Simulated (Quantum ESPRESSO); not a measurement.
Wanted: the native input for a Quantum ESPRESSO 7.5 run.

```
Task                : band structure
Functional          : PBEsol
Potentials or basis : GBRV 1.5 PBEsol
Cutoff              : 762 eV
Density cutoff      : 6095 eV
k mesh              : 6 × 6 × 6
Occupations         : fermi-dirac, width 0.05 eV
Spin                : no spin polarisation
Mixing beta         : 0.5
Most SCF iterations : 120
SCF threshold       : 8e-10 Ry
```

GaSb3:

```xyz
4
Lattice="0.0000 3.7306 3.7306 3.7306 0.0000 3.7306 3.7306 3.7306 0.0000" Properties=species:S:1:pos:R:3 pbc="T T T"
Sb    3.7306    3.7306    3.7306
Sb    5.5959    5.5959    5.5959
Sb    1.8653    1.8653    1.8653
Ga    0.0000    0.0000    0.0000
```

The cell comes from a database or a generator and needn't be the stable form of this composition.

These files were run (other wordings do the same):

pw.in

```
&CONTROL
  calculation = 'scf'
  prefix = 'pwscf'
  outdir = './tmp'
  pseudo_dir = './pseudo'
  tprnfor = .true.
  tstress = .true.
  disk_io = 'low'
/
&SYSTEM
  ibrav = 0
  nat = 4
  ntyp = 2
  ecutwfc = 56
  ecutrho = 448
  nbnd = 43
  occupations = 'smearing'
  smearing = 'fd'
  degauss = 0.00367493
/
&ELECTRONS
  conv_thr = 8d-10
  electron_maxstep = 120
  mixing_beta = 0.5
/
ATOMIC_SPECIES
Sb   121.7600 sb_pbesol_v1.4.uspp.F.UPF
Ga    69.7230 ga_pbesol_v1.4.uspp.F.UPF
CELL_PARAMETERS angstrom
   0.0000000000    3.7305950000    3.7305950000
   3.7305950000    0.0000000000    3.7305950000
   3.7305950000    3.7305950000    0.0000000000
ATOMIC_POSITIONS crystal
Sb     0.5000000000    0.5000000000    0.5000000000
Sb     0.7500000000    0.7500000000    0.7500000000
Sb     0.2500000000    0.2500000000    0.2500000000
Ga     0.0000000000    0.0000000000    0.0000000000
K_POINTS automatic
6 6 6 0 0 0
```

bands.in

```
&CONTROL
  calculation = 'bands'
  prefix = 'pwscf'
  outdir = './tmp'
  pseudo_dir = './pseudo'
  disk_io = 'low'
  verbosity = 'high'
/
&SYSTEM
  ibrav = 0
  nat = 4
  ntyp = 2
  ecutwfc = 56
  ecutrho = 448
  nbnd = 43
  occupations = 'smearing'
  smearing = 'fd'
  degauss = 0.00367493
/
&ELECTRONS
  conv_thr = 1d-08
  electron_maxstep = 120
  mixing_beta = 0.5
  diago_full_acc = .true.
  startingwfc = 'random'
/
ATOMIC_SPECIES
Sb   121.7600 sb_pbesol_v1.4.uspp.F.UPF
Ga    69.7230 ga_pbesol_v1.4.uspp.F.UPF
CELL_PARAMETERS angstrom
   0.0000000000    3.7305950000    3.7305950000
   3.7305950000    0.0000000000    3.7305950000
   3.7305950000    3.7305950000    0.0000000000
ATOMIC_POSITIONS crystal
Sb     0.5000000000    0.5000000000    0.5000000000
Sb     0.7500000000    0.7500000000    0.7500000000
Sb     0.2500000000    0.2500000000    0.2500000000
Ga     0.0000000000    0.0000000000    0.0000000000
K_POINTS crystal
60
 0.0000000000  0.0000000000  0.0000000000 1
 0.0625000000  0.0000000000  0.0625000000 1
 0.1250000000  0.0000000000  0.1250000000 1
 0.1875000000  0.0000000000  0.1875000000 1
 0.2500000000  0.0000000000  0.2500000000 1
 0.3125000000  0.0000000000  0.3125000000 1
 0.3750000000  0.0000000000  0.3750000000 1
 0.4375000000  0.0000000000  0.4375000000 1
 0.5000000000  0.0000000000  0.5000000000 1
 0.5000000000  0.0625000000  0.5625000000 1
 0.5000000000  0.1250000000  0.6250000000 1
 0.5000000000  0.1875000000  0.6875000000 1
 0.5000000000  0.2500000000  0.7500000000 1
 0.4375000000  0.3125000000  0.7500000000 1
 0.3750000000  0.3750000000  0.7500000000 1
 0.3375000000  0.3375000000  0.6750000000 1
 0.3000000000  0.3000000000  0.6000000000 1
 0.2625000000  0.2625000000  0.5250000000 1
 0.2250000000  0.2250000000  0.4500000000 1
 0.1875000000  0.1875000000  0.3750000000 1
 0.1500000000  0.1500000000  0.3000000000 1
 0.1125000000  0.1125000000  0.2250000000 1
 0.0750000000  0.0750000000  0.1500000000 1
 0.0375000000  0.0375000000  0.0750000000 1
 0.0000000000  0.0000000000  0.0000000000 1
 0.0625000000  0.0625000000  0.0625000000 1
 0.1250000000  0.1250000000  0.1250000000 1
 0.1875000000  0.1875000000  0.1875000000 1
 0.2500000000  0.2500000000  0.2500000000 1
 0.3125000000  0.3125000000  0.3125000000 1
 0.3750000000  0.3750000000  0.3750000000 1
 0.4375000000  0.4375000000  0.4375000000 1
 0.5000000000  0.5000000000  0.5000000000 1
 0.5250000000  0.4500000000  0.5250000000 1
 0.5500000000  0.4000000000  0.5500000000 1
 0.5750000000  0.3500000000  0.5750000000 1
 0.6000000000  0.3000000000  0.6000000000 1
 0.6250000000  0.2500000000  0.6250000000 1
 0.5833333333  0.2500000000  0.6666666667 1
 0.5416666667  0.2500000000  0.7083333333 1
 0.5000000000  0.2500000000  0.7500000000 1
 0.5000000000  0.2857142857  0.7142857143 1
 0.5000000000  0.3214285714  0.6785714286 1
 0.5000000000  0.3571428571  0.6428571429 1
 0.5000000000  0.3928571429  0.6071428571 1
 0.5000000000  0.4285714286  0.5714285714 1
 0.5000000000  0.4642857143  0.5357142857 1
 0.5000000000  0.5000000000  0.5000000000 1
 0.4821428571  0.4821428571  0.5357142857 1
 0.4642857143  0.4642857143  0.5714285714 1
 0.4464285714  0.4464285714  0.6071428571 1
 0.4285714286  0.4285714286  0.6428571429 1
 0.4107142857  0.4107142857  0.6785714286 1
 0.3928571429  0.3928571429  0.7142857143 1
 0.3750000000  0.3750000000  0.7500000000 1
 0.6250000000  0.2500000000  0.6250000000 1
 0.5937500000  0.1875000000  0.5937500000 1
 0.5625000000  0.1250000000  0.5625000000 1
 0.5312500000  0.0625000000  0.5312500000 1
 0.5000000000  0.0000000000  0.5000000000 1
```

Potentials or basis: GBRV 1.5 PBEsol.

Command:

```sh
$ OMP_NUM_THREADS=1 mpirun -n 2 pw.x -nk 2 -in pw.in > pw.out
$ OMP_NUM_THREADS=1 mpirun -n 2 pw.x -nk 2 -in bands.in > bands.out
```

Results of the run:

```
Pressure               : -3.3 GPa
Band gap on the k mesh : none (metal or under the smearing width)
```

Caveat: spin-orbit coupling is left out, which moves the levels of the heavy elements.

Run time: 3.5 min on 2 MPI ranks on Arm Neoverse V2 (shared host), peak memory 0.58 GiB a rank.
